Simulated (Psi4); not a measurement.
# doublet KF+: levels of theory compared

We compute a comparison of 6 runs (UHF/def2-TZVPP, UBLYP/def2-TZVPP, UM06-L/def2-TZVPP, UMP2/def2-TZVPP, UCCSD/def2-TZVPP, UCCSD(T)/def2-TZVPP) of doublet KF+. 

Program for the calculation: Psi4 1.11.

### 1 The molecule

KF+: 2 atoms, total charge +1, spin state doublet. As SMILES of the parent species, `[F][K]`. Geometry: relaxed at PBE0-D4/def2-TZVP. That shape belongs to the parent species and isn't relaxed for this state.

Bond lengths: F1–K2 2.188 Å.

### 2 The energy at UHF/def2-TZVPP (run 1)

job.py reads:

```python
import psi4

psi4.set_memory('1600 MB')
psi4.set_num_threads(1)
psi4.set_output_file('run.log', False)

mol = psi4.geometry("""
1 2
F      0.946100    -0.362400     0.470400
K     -0.916600     0.302200    -0.466300
symmetry c1
""")

options = {'basis': 'def2-TZVPP', 'reference': 'uhf', 'puream': True, 'e_convergence': 1e-09, 'd_convergence': 1e-08, 'scf_type': 'pk', 'maxiter': 100}
psi4.set_options(options)

e, wfn = psi4.energy('hf', molecule=mol, return_wfn=True)
print('E =', round(e, 9))
for k, v in sorted(psi4.core.scalar_variables().items()):
    print(f'{k:45s} {v:18.10f}')
```

Launch:

```sh
$ python job.py
```

run.log:

```text
[...]
  Running in c1 symmetry.
[...]
  Nuclear repulsion =   41.351007926764666
[...]
  Multiplicity = 2
[...]
  Nalpha       = 14
  Nbeta        = 13
[...]
    Number of basis functions: 64
[...]
   @UHF iter   1:  -698.35814679300063   -4.58015e-01   3.39960e-03 ADIIS/DIIS
[...]
   @UHF iter  11:  -698.39634713058012   -3.29692e-12   7.43114e-09 DIIS
[...]
   @S^2 Observed:                7.540428512E-01
[...]
    Orbital Energies [Eh]
    ---------------------
    Alpha Occupied:
       1A   -133.747778     2A    -26.636628     3A    -14.705475
       4A    -11.735947     5A    -11.735081     6A    -11.735081
       7A     -1.973522     8A     -1.905247     9A     -1.203929
      10A     -1.172525    11A     -1.172525    12A     -1.054568
      13A     -0.963191    14A     -0.963191
    Alpha Virtual:
      15A     -0.138590    16A     -0.078412    17A     -0.078412
      18A     -0.067503    19A     -0.042562    20A     -0.021006
      21A     -0.021006    22A     -0.008771    23A     -0.008771
      24A      0.018684    25A      0.195229    26A      0.195229
[...]
  @UHF Final Energy:  -698.39634713058012
   => Energetics <=
    Nuclear Repulsion Energy =             41.3510079267646660
    One-Electron Energy =               -1039.5295360406191776
    Two-Electron Energy =                 299.7821809832744293
    Total Energy =                       -698.3963471305801249
  UHF NO Occupations:
  HONO-2 :   12  A 1.9996948
  HONO-1 :   13  A 1.9986668
[...]
 Multipole Moments:
 ------------------------------------------------------------------------------------
     Multipole            Electronic (a.u.)      Nuclear  (a.u.)        Total (a.u.)
 ------------------------------------------------------------------------------------
 L = 1.  Multiply by 2.5417464519 to convert [e a0] to [Debye]
 Dipole X            :         -0.0000026            0.0000000           -0.0000026
 Dipole Y            :         -0.0000001           -0.0000000           -0.0000001
 Dipole Z            :         -0.5054491           -0.7345935           -1.2400426
 Magnitude           :                                                    1.2400426
[...]
```

On the terminal:

```text
E = -698.396347131
CURRENT ENERGY                                   -698.3963471306
CURRENT REFERENCE ENERGY                         -698.3963471306
DD SOLVATION ENERGY                                 0.0000000000
HF KINETIC ENERGY                                 698.5608548464
HF POTENTIAL ENERGY                             -1396.9572019770
HF TOTAL ENERGY                                  -698.3963471306
HF VIRIAL RATIO                                     1.9997645048
NUCLEAR REPULSION ENERGY                           41.3510079268
ONE-ELECTRON ENERGY                             -1039.5295360406
PCM POLARIZATION ENERGY                             0.0000000000
PE ENERGY                                           0.0000000000
SCF ITERATION ENERGY                             -698.3963471306
SCF ITERATIONS                                     11.0000000000
SCF TOTAL ENERGY                                 -698.3963471306
TWO-ELECTRON ENERGY                               299.7821809833
```

Run time: 1.3 s. Hardware: 1 thread of Intel Xeon 6975P-C (Granite Rapids), shared host; peak memory 0.25 GiB.

### 3 Energy and gradient at UBLYP/def2-TZVPP (run 2)

run.py reads:

```python
import psi4

psi4.set_memory(1600000000)
psi4.set_num_threads(1)
psi4.core.set_output_file('fk.out', False)

mol = psi4.geometry("""
1 2
F      0.946100    -0.362400     0.470400
K     -0.916600     0.302200    -0.466300
symmetry c1
""")

psi4.set_options({
    'basis': 'def2-TZVPP',
    'reference': 'uks',
    'puream': True,
    'e_convergence': 1e-09,
    'd_convergence': 1e-08,
    'scf_type': 'pk',
    'dft_radial_points': 99,
    'dft_spherical_points': 590,
    'maxiter': 100,
})

E, wfn = psi4.gradient("blyp", return_wfn=True)
psi4.oeprop(wfn, "MULLIKEN_CHARGES", "DIPOLE", "QUADRUPOLE", title="BLYP")
print('gradient / Eh bohr^-1')
print(E.np.round(6))
print(f'energy = {wfn.energy():.10f} Eh')
for k, v in sorted(psi4.core.scalar_variables().items()):
    print(f'{k:45s} {v:18.10f}')
```

Launch:

```sh
$ python run.py
```

fk.out:

```text
[...]
  Running in c1 symmetry.
[...]
  Nuclear repulsion =   41.351007926764666
[...]
  Multiplicity = 2
[...]
  Nalpha       = 14
  Nbeta        = 13
[...]
    Number of basis functions: 64
[...]
   @UKS iter   1:  -699.48080959595279   -6.51698e-02   2.78462e-03 DIIS/ADIIS
[...]
   @UKS iter  10:  -699.48993003083137   -1.13687e-13   6.58220e-09 DIIS
[...]
   @S^2 Observed:                7.513579016E-01
[...]
  @UKS Final Energy:  -699.48993003083137
   => Energetics <=
    Nuclear Repulsion Energy =             41.3510079267646660
    One-Electron Energy =               -1039.3628543261384038
    Two-Electron Energy =                 342.2074306375513970
    DFT Exchange-Correlation Energy =     -43.6855142690090332
    Empirical Dispersion Energy =           0.0000000000000000
    VV10 Nonlocal Energy =                  0.0000000000000000
    Total Energy =                       -699.4899300308313741
[...]
  -Total Gradient:
     Atom            X                  Y                   Z
    ------   -----------------  -----------------  -----------------
       1       -0.000000020876     0.000000033553    -0.030424007680
       2        0.000000020426    -0.000000032828     0.030376388586
[...]
 Multipole Moments:
 ------------------------------------------------------------------------------------
     Multipole            Electronic (a.u.)      Nuclear  (a.u.)        Total (a.u.)
 ------------------------------------------------------------------------------------
 L = 1.  Multiply by 2.5417464519 to convert [e a0] to [Debye]
 Dipole X            :          0.0000012            0.0000000            0.0000012
 Dipole Y            :         -0.0000019           -0.0000000           -0.0000019
 Dipole Z            :         -0.5231185           -0.7345935           -1.2577120
 Magnitude           :                                                    1.2577120
 L = 2.  Multiply by 1.3450342976 to convert [e a0^2] to [Debye ang]
 Quadrupole XX       :        -10.2670516            0.0000000          -10.2670516
 Quadrupole XY       :         -0.0000000           -0.0000000           -0.0000000
[...]
  Mulliken Charges: (a.u.)
   Center  Symbol    Alpha    Beta     Spin     Total
       1     F     4.96787  4.00200  0.96587  0.03013
       2     K     9.03213  8.99800  0.03413  0.96987
   Total alpha = 14.00000, Total beta = 13.00000, Total charge =  1.00000
```

Standard output:

```text
gradient / Eh bohr^-1
[[-0.        0.       -0.030424]
 [ 0.       -0.        0.030376]]
energy = -699.4899300308 Eh
CURRENT ENERGY                                   -699.4899300308
CURRENT REFERENCE ENERGY                         -699.4899300308
DD SOLVATION ENERGY                                 0.0000000000
DFT FUNCTIONAL TOTAL ENERGY                      -699.4899300308
DFT TOTAL ENERGY                                 -699.4899300308
DFT VV10 ENERGY                                     0.0000000000
DFT XC ENERGY                                     -43.6855142690
GRID ELECTRONS ALPHA                               14.0000000812
GRID ELECTRONS BETA                                13.0000004803
GRID ELECTRONS TOTAL                               27.0000005615
NUCLEAR REPULSION ENERGY                           41.3510079268
ONE-ELECTRON ENERGY                             -1039.3628543261
PCM POLARIZATION ENERGY                             0.0000000000
PE ENERGY                                           0.0000000000
SCF ITERATION ENERGY                             -699.4899300308
SCF ITERATIONS                                     10.0000000000
SCF TOTAL ENERGY                                 -699.4899300308
TWO-ELECTRON ENERGY                               342.2074306376
XC GRID RADIAL POINTS                              99.0000000000
XC GRID SPHERICAL POINTS                          590.0000000000
XC GRID TOTAL POINTS                           111391.0000000000
```

It took 4.2 s on 1 thread of Intel Xeon 6975P-C (Granite Rapids), shared host; peak memory 0.43 GiB.

Runs 3 to 5 aren't shown in full; the table further down has their settings and results.

### 4 The energy at UCCSD(T)/def2-TZVPP (run 6)

fk.json reads:

```json
{
  "schema_name": "qcschema_input",
  "schema_version": 1,
  "molecule": {
    "schema_name": "qcschema_molecule",
    "schema_version": 2,
    "symbols": ["F", "K"],
    "geometry": [1.78786989, -0.68483675, 0.88892717, -1.73212297, 0.57107523, -0.88117929],
    "molecular_charge": 1,
    "molecular_multiplicity": 2,
    "fix_symmetry": "c1",
    "fix_com": true,
    "fix_orientation": true
  },
  "driver": "energy",
  "model": {
    "method": "ccsd(t)",
    "basis": "def2-TZVPP"
  },
  "keywords": {
    "reference": "uhf",
    "puream": true,
    "e_convergence": 1e-09,
    "d_convergence": 1e-08,
    "scf_type": "pk",
    "num_frozen_docc": 6,
    "maxiter": 100
  }
}
```

Launch:

```sh
$ psi4 --qcschema fk.json -n 1 --memory 1600MB
```

stdout:

```text
[...]
  Running in c1 symmetry.
[...]
  Nuclear repulsion =   41.351007891155689
[...]
  Multiplicity = 2
[...]
  Nalpha       = 14
  Nbeta        = 13
[...]
    Number of basis functions: 64
[...]
   @UHF iter   1:  -698.35808245881776   -4.63733e-01   3.39865e-03 DIIS/ADIIS
[...]
   @UHF iter  11:  -698.39634713108035   -3.29692e-12   8.95131e-09 DIIS
[...]
   @S^2 Observed:                7.540428505E-01
[...]
    Orbital Energies [Eh]
    ---------------------
    Alpha Occupied:
       1A   -133.747778     2A    -26.636628     3A    -14.705475
       4A    -11.735947     5A    -11.735081     6A    -11.735081
       7A     -1.973522     8A     -1.905247     9A     -1.203929
      10A     -1.172525    11A     -1.172525    12A     -1.054569
      13A     -0.963191    14A     -0.963191
    Alpha Virtual:
      15A     -0.138590    16A     -0.078412    17A     -0.078412
      18A     -0.067503    19A     -0.042562    20A     -0.021006
      21A     -0.021006    22A     -0.008771    23A     -0.008771
      24A      0.018684    25A      0.195229    26A      0.195229
[...]
  @UHF Final Energy:  -698.39634713108035
   => Energetics <=
    Nuclear Repulsion Energy =             41.3510078911556889
    One-Electron Energy =               -1039.5295363383584117
    Two-Electron Energy =                 299.7821813161223758
    Total Energy =                       -698.3963471310803470
  UHF NO Occupations:
  HONO-2 :   12  A 1.9996948
  HONO-1 :   13  A 1.9986668
[...]
 Multipole Moments:
 ------------------------------------------------------------------------------------
     Multipole            Electronic (a.u.)      Nuclear  (a.u.)        Total (a.u.)
 ------------------------------------------------------------------------------------
 L = 1.  Multiply by 2.5417464519 to convert [e a0] to [Debye]
 Dipole X            :         15.1856457          -16.8195074           -1.6338618
 Dipole Y            :         -4.1508754            4.6868986            0.5360232
 Dipole Z            :          7.9102239           -8.7420620           -0.8318381
 Magnitude           :                                                    1.9101779
[...]
      * MP2 total energy                      = -698.748084233299096
[...]
      * CCSD total energy                     = -698.771424282064913
[...]
      * CCSD(T) total energy                     = -698.776882490128173
[...]
```

The result, in JSON:

```text
{
 "driver": "energy",
 "model": {
  "method": "ccsd(t)",
  "basis": "def2-TZVPP"
 },
 "success": true,
 "return_result": -698.7768824901282,
 "properties": {
  "calcinfo_nbasis": 64,
  "calcinfo_nmo": 64,
  "calcinfo_nalpha": 14,
  "calcinfo_nbeta": 13,
  "calcinfo_natom": 2,
  "nuclear_repulsion_energy": 41.35100789115569,
  "return_energy": -698.7768824901282,
  "scf_one_electron_energy": -1039.5295363383584,
  "scf_two_electron_energy": 299.7821813161224,
  "scf_dipole_moment": [-1.6338617548552197, 0.5360232373698235, -0.8318380913869277],
  "scf_total_energy": -698.3963471310803,
  "scf_iterations": 11,
  "mp2_same_spin_correlation_energy": -0.09136672373504563,
  "mp2_opposite_spin_correlation_energy": -0.26037037848309513,
  "mp2_singles_energy": -2.3774598917187195e-28,
  "mp2_doubles_energy": -0.35173710221814075,
  "mp2_correlation_energy": -0.35173710221814075,
  "mp2_total_energy": -698.7480842332991,
  "ccsd_same_spin_correlation_energy": -0.08863577897063243,
  "ccsd_opposite_spin_correlation_energy": -0.28644137201336495,
  "ccsd_singles_energy": -6.289429639153097e-17,
  "ccsd_doubles_energy": -0.3750771509839974,
  "ccsd_correlation_energy": -0.3750771509839974,
  "ccsd_total_energy": -698.7714242820649,
  "ccsd_iterations": 22,
  "ccsd_prt_pr_correlation_energy": -0.38053535904724256,
  "ccsd_prt_pr_total_energy": -698.7768824901282
 }
}
```

Wall time 14 s (1 thread of Intel Xeon 6975P-C (Granite Rapids), shared host); peak memory 0.32 GiB.

### 5 All runs side by side

```tsv
run	level	task	integration grid	energy (Eh)	HOMO energy (eV)	LUMO energy (eV)	⟨S²⟩	wall time
1	UHF/def2-TZVPP	energy	–	-698.396347	-24.80	-4.85	0.754	1.3 s
2	UBLYP/def2-TZVPP	gradient	99 radial × 590 angular	-699.489930	-16.49	-15.56	0.751	4.2 s
3	UM06-L/def2-TZVPP	energy	99 radial × 590 angular	-699.486500	-16.74	-14.06	0.753	6 s
4	UMP2/def2-TZVPP	energy	–	-698.748084	-24.80	-4.85	0.754	1.7 s
5	UCCSD/def2-TZVPP	energy	–	-698.771424	-24.80	-4.85	0.754	11 s
6	UCCSD(T)/def2-TZVPP	energy	–	-698.776882	-24.80	-4.85	0.754	14 s
```

### 6 What came out

```
                                                         quantity          value
                                              run 6: total energy  -698.77688 Eh
run 6: HOMO energy (Hartree–Fock orbitals) (highest over α and β)      -24.80 eV
 run 6: LUMO energy (Hartree–Fock orbitals) (lowest over α and β)       -4.85 eV
               run 6: correlation energy (6 core orbitals frozen)     -380.5 mEh
                                            run 6: (T) correction      -5.46 mEh
                         run 6: ⟨S²⟩ of the reference determinant          0.754
                                             run 6: T1 diagnostic          0.008
```

Below the UHF energy at the same shape and in the same basis (def2-TZVPP): UMP2 -351.7 mEh; UCCSD -375.1 mEh; UCCSD(T) -380.5 mEh. Totals of different functionals can't be ranked against each other. All runs together took 39 s, the longest 14 s.
